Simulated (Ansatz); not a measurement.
# CH4AlNS: the cost of one run

Method: RKS PBE/def2-SVP, in Ansatz 0.2.0.

## 1. Starting point

Bond lengths: N1–C2 1.230 Å, C2–S3 1.779 Å, S3–Al4 2.316 Å, N1–H5 1.039 Å, C2–H6 1.101 Å, Al4–H7 1.549 Å, Al4–H8 1.613 Å. Angles: N1–C2–S3 118.7°, N1–C2–H6 120.5°, S3–C2–H6 120.8°, C2–N1–H5 125.8°, C2–S3–Al4 92.9°, S3–Al4–H7 122.3°, S3–Al4–H8 116.4°, H7–Al4–H8 121.3°.

Structure file:

```xyz
8

N    -1.4238    1.2502   -0.2657
C    -0.4247    1.1648    0.4459
S    -0.1943   -0.3047    1.4224
Al    1.0889   -1.3300   -0.2104
H    -2.1845    0.5462   -0.3310
H     0.3136    1.9808    0.4712
H     2.6250   -1.1508   -0.2895
H     0.2920   -2.2136   -1.2988
```

## 2. End point A

The input, input.yaml:

```yaml
crystal:
  periodic: [false, false, false]
  atoms:
    - { symbol: "N", position_ang: [-1.4238, 1.2502, -0.2657] }
    - { symbol: C, position_ang: [-0.4247, 1.1648, 0.4459] }
    - { symbol: S, position_ang: [-0.1943, -0.3047, 1.4224] }
    - { symbol: Al, position_ang: [1.0889, -1.33, -0.2104] }
    - { symbol: H, position_ang: [-2.1845, 0.5462, -0.331] }
    - { symbol: H, position_ang: [0.3136, 1.9808, 0.4712] }
    - { symbol: H, position_ang: [2.625, -1.1508, -0.2895] }
    - { symbol: H, position_ang: [0.292, -2.2136, -1.2988] }
basis:
  gaussian: { orbitals: def2-SVP }
hamiltonian:
  xc: pbe
relax:
  f_tol: 0.015
  max_steps: 40
```

On the command line:

```sh
$ ansatz run input.yaml --threads 1 --pin off --max-ram 2048MiB --backend cpu --events-out ev --progress --plain --runs-dir out
```

Q: Estimate wall time and peak memory on 1 thread of an Arm CPU, shared host.

About 59 s, with a peak of 0.14 GiB.
